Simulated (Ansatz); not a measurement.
# CH6ClNOSi: the cost of one run

All numbers below are computed with Ansatz 0.2.0 (RKS B3LYP-D4/def2-SVP).

## Step 1: The system as given

Bond lengths: Si1–O2 2.066 Å, O2–C3 1.393 Å, Si1–N4 1.655 Å, Si1–H6 1.448 Å, Si1–Cl7 2.016 Å, C3–H8 1.095 Å, C3–H9 1.093 Å, C3–H10 1.093 Å, N4–H11 1.005 Å. Angles: Si1–O2–C3 122.2°, O2–Si1–N4 77.1°, O2–Si1–H6 101.4°, O2–Si1–Cl7 107.1°, N4–Si1–H6 132.6°, N4–Si1–Cl7 118.6°, H6–Si1–Cl7 107.2°, O2–C3–H8 111.8°, O2–C3–H9 109.4°, O2–C3–H10 109.2°, H8–C3–H9 108.6°, H8–C3–H10 109.0°, H9–C3–H10 108.8°, Si1–N4–H11 132.0°.

Structure file:

```xyz
11

Si   -0.4074   -0.3768    1.3325
O    -0.0257   -0.5197   -0.6925
C    -0.2318    0.5480   -1.5627
N     1.2250   -0.6440    1.2830
H     1.0712   -0.6805   -0.0515
H    -1.5423   -1.2648    1.4739
Cl   -1.0692    1.4947    1.6818
H     0.2444    1.4652   -1.2020
H    -1.3044    0.7302   -1.6667
H     0.1793    0.2961   -2.5441
H     1.8609   -1.0483    1.9483
```

## Step 2: A restrained relaxation towards end A

Springs on the bonds that form and break draw the guess towards this end; the thresholds are loose.

Contents of input.yaml:

```yaml
crystal:
  periodic: [false, false, false]
  atoms:
    - { symbol: Si, position_ang: [-0.4074, -0.3768, 1.3325] }
    - { symbol: O, position_ang: [-0.0257, -0.5197, -0.6925] }
    - { symbol: C, position_ang: [-0.2318, 0.548, -1.5627] }
    - { symbol: "N", position_ang: [1.225, -0.644, 1.283] }
    - { symbol: H, position_ang: [1.0712, -0.6805, -0.0515] }
    - { symbol: H, position_ang: [-1.5423, -1.2648, 1.4739] }
    - { symbol: Cl, position_ang: [-1.0692, 1.4947, 1.6818] }
    - { symbol: H, position_ang: [0.2444, 1.4652, -1.202] }
    - { symbol: H, position_ang: [-1.3044, 0.7302, -1.6667] }
    - { symbol: H, position_ang: [0.1793, 0.2961, -2.5441] }
    - { symbol: H, position_ang: [1.8609, -1.0483, 1.9483] }
basis:
  gaussian: { orbitals: def2-SVP }
hamiltonian:
  xc: b3lyp
  dispersion: d4
relax:
  f_tol: 0.15
  max_steps: 25
  restrain:
    - { distance: [4, 1], at: 2.27, k: 30.0 }
    - { distance: [0, 1], at: 1.77, k: 30.0 }
    - { distance: [4, 3], at: 1.02, k: 30.0 }
```

Command:

```bash
$ ansatz run input.yaml --threads 2 --pin off --max-ram 3072MiB --backend cpu --events-out ev --progress --plain --runs-dir out
```

**Question.** How long does this run take on 2 threads of Arm Neoverse V2, shared host, and how much memory does it need?

About 23 s, with a peak of 0.24 GiB.
